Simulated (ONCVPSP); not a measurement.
# As: the cost of one run

Program: ONCVPSP 4.0.1.1 (patched build). Reference atom: PBE, scalar-relativistic, spherical and spin-unpolarised. All values are calculated.

**1. Settings**

The settings as typed:

```json
{
  "element": "arsenic (As, Z = 33)",
  "type": "optimised norm-conserving Vanderbilt (ONCV)",
  "frozen core": "[Ne]",
  "valence charge": "23",
  "reference configuration": "3s2 3p6 3d10 4s2 4p2.5 (charge +0.5)",
  "partial waves": "3s+4s: rc 1.10 bohr, ncon 5, nbas 8, qcut 11.9 1/bohr, 2 projectors; 3p+4p: rc 0.85 bohr, ncon 3, nbas 6, qcut 14.1 1/bohr, 2 projectors; 3d: rc 0.60 bohr, ncon 4, nbas 7, qcut 14.9 1/bohr, 2 projectors, debl 2.1 Ha",
  "local potential": "polynomial inside 0.55 bohr (lpopt 4, dvloc0 4 Ha)",
  "core correction": "Teter function, fcfact 1.75, rcfact 1.4"
}
```

An earlier all-electron run gives the scale for the radii.

All-electron outer shells of the reference configuration (PBE, scalar-relativistic, ld1.x):

| shell | level (eV) | outermost node (bohr) | outermost maximum (bohr) |
| --- | --- | --- | --- |
| 2s | -1491.40 | 0.06 | 0.17 |
| 2p | -1308.30 | – | 0.14 |
| 3s | -194.93 | 0.25 | 0.52 |
| 3p | -138.31 | 0.22 | 0.52 |
| 3d | -45.27 | – | 0.47 |
| 4s | -18.74 | 0.73 | 1.61 |
| 4p | -9.09 | 0.78 | 1.95 |

**2. Generation**

As.dat

```
# ATOM AND REFERENCE CONFIGURATION
# atsym  z   nc   nv     iexc    psfile
  As 33.00    3    5        4      upf
#
#   n    l    f
    1    0    2.00
    2    0    2.00
    2    1    6.00
    3    0    2.00
    3    1    6.00
    3    2   10.00
    4    0    2.00
    4    1    2.50
#
# PSEUDOPOTENTIAL AND OPTIMIZATION
# lmax
    2
#
#   l,   rc,      ep,       ncon, nbas, qcut
    0    1.10    0.00    5    8   11.90
    1    0.85    0.00    3    6   14.10
    2    0.60    0.00    4    7   14.90
#
# LOCAL POTENTIAL
# lloc, lpopt,  rc(5),   dvloc0
    4    4    0.55    4.00
#
# VANDERBILT-KLEINMAN-BYLANDER PROJECTORs
# l, nproj, debl
    0    2    3.40
    1    2    1.40
    2    2    2.10
#
# MODEL CORE CHARGE
# icmod, fcfact, rcfact
    3    1.75    1.40
#
# LOG DERIVATIVE ANALYSIS
# epsh1, epsh2, depsh
   -9.00    5.00    0.04
#
# OUTPUT GRID
# rlmax, drl
    6.00    0.01
#
# TEST CONFIGURATIONS
# ncnf
    4
# nvcnf
#   n    l    f
    5
    3    0    2.00
    3    1    6.00
    3    2   10.00
    4    0    2.00
    4    1    3.00
#
    5
    3    0    2.00
    3    1    6.00
    3    2   10.00
    4    0    2.00
    4    1    2.00
#
    5
    3    0    2.00
    3    1    6.00
    3    2   10.00
    4    0    2.00
    4    1    1.00
#
    5
    3    0    2.00
    3    1    6.00
    3    2   10.00
    4    0    1.00
    4    1    3.00
#
```

Launch:

```bash
$ oncvpsp.x < As.dat > As.out
```

**Question.** How long does this run take on 1 thread of Neoverse-N1, shared host?

About 5.5 s.
